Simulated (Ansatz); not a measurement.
Write a Python script for Ansatz 0.2.0, Python API that makes a charge-density difference against the sublattices of Cu₃Rh, space group I4/mmm. Use (first run): LDA, PAW, cutoff 460 eV, 9×9×9 k-points, Methfessel-Paxton smearing of 0.05 eV.

```xyz
4
Lattice="-1.8374 1.8374 3.6006 1.8374 -1.8374 3.6006 1.8374 1.8374 -3.6006" Properties=species:S:1:pos:R:3 pbc="T T T"
Cu    0.0000    1.8374    1.8003
Cu    1.8374    0.0000    1.8003
Cu    0.0000    0.0000    3.6006
Rh    0.0000    0.0000    0.0000
```

Script `drho_cu3rh.py`:
```python
"""Density of Cu3Rh less that of its sublattices."""

import ansatz as az
import numpy as np

vectors0 = np.array([
    [-1.8373872, 1.8373872, 3.600628],
    [1.8373872, -1.8373872, 3.600628],
    [1.8373872, 1.8373872, -3.600628],
])
sites = [
    ("Cu", (0.75, 0.25, 0.5)),
    ("Cu", (0.25, 0.75, 0.5)),
    ("Cu", (0.5, 0.5, 0.0)),
    ("Rh", (0.0, 0.0, 0.0)),
]


def build(cell):
    crystal = az.Crystal(lattice=az.Lattice.of(cell))
    for symbol, position in sites:
        crystal = crystal.atom(symbol, position)
    return crystal


def main() -> None:
    # same cell, cutoff and mesh for the crystal and its parts
    def solve(crystal):
        return (
            crystal.calculation()
            .functional("lda")
            .occupations("methfessel_paxton", width=50 * az.meV)
            .basis(460, grid_basis="typed")
            .kpoints(9, 9, 9)
            .density()
            .run(threads=1)
        )


    whole = solve(build(vectors0))
    difference = whole.density().channels[0].density_e_per_ang3.copy()
    binding = whole.report["free_energy_ev"]
    for element in ["Cu", "Rh"]:
        part = az.Crystal(lattice=az.Lattice.of(vectors0))
        for symbol, position in sites:
            if symbol == element:
                part = part.atom(symbol, position)
        alone = solve(part)
        difference -= alone.density().channels[0].density_e_per_ang3
        binding -= alone.report["free_energy_ev"]
        print(f"{element} sublattice: {alone.report['n_electrons']:g} electrons, {alone.report['n_iterations']} iterations")

    voxel = abs(np.linalg.det(vectors0)) / difference.size
    print(f"energy of the crystal less its unpolarised sublattices: {binding / len(sites):.4f} eV/atom")
    print(f"net charge of the difference {difference.sum() * voxel:.5f} e, charge rearranged {0.5 * np.abs(difference).sum() * voxel:.3f} e")
    print(f"extremes {difference.min():.4f} and {difference.max():.4f} e/A^3")
    for (symbol, position) in sites:
        index = tuple(int(round(p * n)) % n for p, n in zip(position, difference.shape))
        print(f"  change of the pseudo-density at the grid point nearest {symbol}: {difference[index]:+.4f} e/A^3")
    profile = difference.mean(axis=(0, 1))
    print("planar mean along the third vector:", np.round(profile[:: max(len(profile) // 12, 1)], 4))


if __name__ == "__main__":
    main()
```

```console
$ python drho_cu3rh.py
Cu sublattice: 57 electrons, 7 iterations
Rh sublattice: 17 electrons, 7 iterations
energy of the crystal less its unpolarised sublattices: -1.8495 eV/atom
net charge of the difference -0.00000 e, charge rearranged 0.553 e
extremes -0.1473 and 0.0909 e/A^3
  change of the pseudo-density at the grid point nearest Cu: -0.1378 e/A^3
  change of the pseudo-density at the grid point nearest Cu: -0.1378 e/A^3
  change of the pseudo-density at the grid point nearest Cu: -0.1363 e/A^3
  change of the pseudo-density at the grid point nearest Rh: -0.1064 e/A^3
planar mean along the third vector: [-0.0074 -0.0055 -0.003  -0.0015  0.0014  0.0039  0.0039  0.003   0.0029
  0.003   0.0039  0.0039  0.0014 -0.0015 -0.003  -0.0055]
```

Caveats:
- No spin polarisation was allowed.
- For a metal this k-point mesh is coarse: on a finer one energies can move by several to tens of meV an atom and pressures by half a GPa or more, differences at one mesh by less.
- Densities and potentials on the grid are those of the valence electrons, and inside the cores they hang on the potentials used.
- The structure comes from a database of computed cells and needn't be a stable or known phase.
- Charge moved counts every rearrangement, bonding and polarisation too, and is no transfer between atoms; the bare sublattices are artificial references. Values near the nuclei depend on the potentials.
- Run time: 16 s on 1 thread of Arm Neoverse V2, with other jobs on the host, peak memory 0.47 GiB.
